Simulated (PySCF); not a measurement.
Wanted: a Python script for a PySCF 2.14.0 run.

- Task: atomic charges
- Functional: TM
- Potentials or basis: pob-tzvp-rev2 (all-electron)
- k mesh: 1 × 1 × 1
- Occupations: fixed
- Spin: no spin polarisation
- Exponents discarded below (exp_to_discard): 0 1/bohr^2
- conv_tol: 1e-07 Ha
- max_cycle: 60
- Relativity: none
- Coulomb method: Gaussian density fitting (GDF)
- Grid for exchange and correlation: Becke, atom-centred
- Three-centre integrals: read from an earlier run's file

The structure of SGaH3 lies in GaH3S.xyz:

```xyz
5
Lattice="12.0000000000 0.0000000000 0.0000000000 0.0000000000 12.0000000000 0.0000000000 0.0000000000 0.0000000000 12.0000000000" Properties=species:S:1:pos:R:3 pbc="T T T"
S      6.2757000000      4.5331500000      6.7107000000
Ga     5.9073999600      6.4196499600      5.6429000400
H      7.5005000400      4.8780500400      7.1396000400
H      4.5255000000      6.5189499600      4.9284000000
H      7.0242000000      7.5088500000      5.6685000000
```

The input as run:

run.py

```python
import json
import numpy as np
from pyscf.pbc import gto, scf, dft, df

cell = gto.Cell()
cell.basis = 'pob-tzvp-rev2'
cell.fromfile('GaH3S.xyz')
cell.exp_to_discard = 0
cell.precision = 1e-08
cell.max_memory = 2520  # MB
cell.verbose = 4
cell.build()

res = {}
kpts = cell.make_kpts([1, 1, 1])
mf = dft.KRKS(cell, kpts, xc='MGGA_X_TM,MGGA_C_TM')
mf = mf.density_fit()
mf.with_df._cderi = 'cderi.h5'  # three-centre integrals saved by an earlier run on this cell, basis and mesh
mf.conv_tol = 1e-07
mf.max_cycle = 60

mf.kernel()
res.update(converged=bool(mf.converged), e_tot=mf.e_tot, nelec=cell.nelectron, nao=cell.nao, mesh=list(map(int, cell.mesh)), a=cell.lattice_vectors().tolist(), coords=cell.atom_coords().tolist(),
           mo_energy=[np.real(x).tolist() for x in mf.mo_energy], mo_occ=[np.real(x).tolist() for x in mf.mo_occ])
res.update(kpts=cell.get_scaled_kpts(kpts).tolist())
res['parts'] = {k: float(np.real(v)) for k, v in mf.scf_summary.items() if np.isscalar(v)}
json.dump(res, open('results.json', 'w'))
if not mf.converged:
    raise SystemExit('SCF not converged')

print('levels (eV)')
for i, kp in enumerate(res['kpts'][:40]):
    print('k %7.4f %7.4f %7.4f  ' % tuple(kp), ' '.join('%.3f' % (x * 27.211386) for x in res['mo_energy'][i][:30]))

# Mulliken populations
dm, s = np.asarray(mf.make_rdm1()), np.asarray(mf.get_ovlp())
sites = cell.aoslice_by_atom()[:, 2:]
tot = np.einsum('kij,kji->i', dm, s).real / len(kpts)
res['mulliken'] = [cell.atom_charge(i) - tot[a0:a1].sum() for i, (a0, a1) in enumerate(sites)]
print('Mulliken charges', np.round(res['mulliken'], 5))
res['meta_lowdin'] = mf.mulliken_meta()[1].tolist()
res['done'] = True
json.dump(res, open('results.json', 'w'))
```

Potentials or basis: pob-tzvp-rev2 (all-electron).

Launch:

```console
$ OMP_NUM_THREADS=2 python -u run.py > log
```

It gave:

The gap between the frontier levels is 4.93 eV. The meta-löwdin charges are S -0.20; Ga +0.24; H +0.10, -0.07 e.

Caveat: this is a molecule in a periodic box at the Γ point, so its band gap is the HOMO-LUMO gap; population charges move with the basis; relativity is left out, which matters for the heavier elements; the basis of atomic orbitals isn't converged, which shifts pressures, moduli and gaps.

It took 21 s on 2 threads of Intel(R) Xeon(R) Processor @ 2.70GHz, with other jobs on the host, peak memory 1.9 GiB.
